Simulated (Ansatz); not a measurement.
# MoNH+ (quartet): from Hartree-Fock to the top rungs, def2-QZVPP

An exercise on one series of results from a longer session: the logs are not shown, and one member is left open.

Method: def2-QZVPP, core rule «outside noble gas», up to 5 orbitals frozen; program: Ansatz 0.2.0, Gaussian basis.

To be run: UHF; ROHF; CCSD(T) on UHF.

### The geometry

The geometry is a PBE0/def2-TZVP stationary point (not a proven minimum) of the parent state, kept for this charge and spin. No spin-orbit coupling is included. Elements past krypton take def2 core potentials.

3 atoms, charge 1, spin multiplicity 4.

Atoms are counted from 1 here; the program's logs count them from 0.

Bond lengths: Mo1–N2 1.919 Å, N2–H3 1.021 Å. Angles: Mo1–N2–H3 180.0°.

The first run:

The input, in.yaml:

```yaml
crystal:
  periodic: [false, false, false]
  atoms:
    - {symbol: Mo, position_ang: [0.000000, 0.000000, 1.619500]}
    - {symbol: N, position_ang: [0.000000, 0.000000, -0.299200]}
    - {symbol: H, position_ang: [0.000000, 0.000000, -1.320300]}
basis:
  gaussian: {orbitals: "def2-QZVPP.json"}
total_charge: 1
magnetization: {spin_polarized: true, initial_magnetization: 3}
hamiltonian: {xc: hf}
output: {orbitals: {seedname: orbitals}}
```

On the command line:

```bash
ansatz run in.yaml --threads 1 --pin off --events-out ev --progress --plain --max-ram 2560MiB --backend cpu
```

Steps of the session up to this table: UHF; ROHF; CCSD(T) on UHF.

One of the session's tables, all rows but one given; the rest of the session is left out.

```
  method  from UCCSD(T) (meV)
    ROHF             +11868.5
     UHF              +8647.5
    UMP2              +1731.5
   UCCSD                    ?
UCCSD(T)                    0
```

Q: Estimate the row for UCCSD from the others.

As computed: from UCCSD(T) (meV): +515.8. In the column «from UCCSD(T) (meV)» it lies between UCCSD(T) (0) and UMP2 (+1731.5).

Caveats from the session: The determinant of HF (⟨S²⟩ 5.33) is far from a pure spin state, so its energy mixes those of several spin states; that is harmless only where they are near-degenerate. The determinant of CCSD(T) (⟨S²⟩ 5.33) is far from a pure spin state, so its energy mixes those of several spin states; high orders of coupled cluster remove much of that, low ones don't.
